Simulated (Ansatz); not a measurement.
Predict the output of the script below (the Python package of Ansatz (0.2.0)).

Script `run_xc.py`:
```python
'''One structure of ZnSn3 under several functionals.'''

import warnings

import ansatz as az


def main() -> None:
    warnings.simplefilter('ignore', az.DeckWarning)

    crystal = (
        az.Lattice.fcc(7.401388)
        .space_group(225)
        .atom('Zn', (0.0, 0.0, 0.0))
        .atom('Sn', (0.25, 0.75, 0.75))
        .atom('Sn', (0.5, 0.0, 0.0))
        .primitive()
    )

    calculation = (
        crystal.calculation()
        .kpoints(density=3.1)  # the mesh must be finer for metals
        .occupations('fermi_dirac')
    )

    rows = []
    for value in ['blyp', 'pbesol', 'lda']:
        summary = calculation.functional(value).run(threads=1, backend='cpu').report
        rows.append((value, summary['free_energy_ev'] / len(summary['lattice']['sites']), summary['n_iterations'], summary['n_kpoints']))

    print('  functional   F/atom (eV)    iterations      k-points')
    for row in rows:
        print(f'{str(row[0]):>12s}  {row[1]:12.5f}  {row[2]:12d}  {row[3]:12d}')


if __name__ == '__main__':
    main()
```

`python run_xc.py` gives:
```text
  functional   F/atom (eV)    iterations      k-points
        blyp   -5362.36414             8            10
      pbesol   -5282.47795             8            10
         lda   -5221.08664             8            10
```

Caveats:
- BLYP can be off by several per cent in the lattices of metals, and by several GPa in the pressure at a fixed cell.
- For a metal this k-point mesh is coarse: on a finer one energies can move by several to tens of meV an atom and pressures by half a GPa or more, differences at one mesh by less.
- This cell is a computed structure, which may not be the phase found in nature.
- Total energies of different functionals can't be compared; pressures, moments and gaps at this one structure can.
- The whole script took 6 s on 1 thread of Arm Neoverse V2 (shared host), peak memory 0.41 GiB.
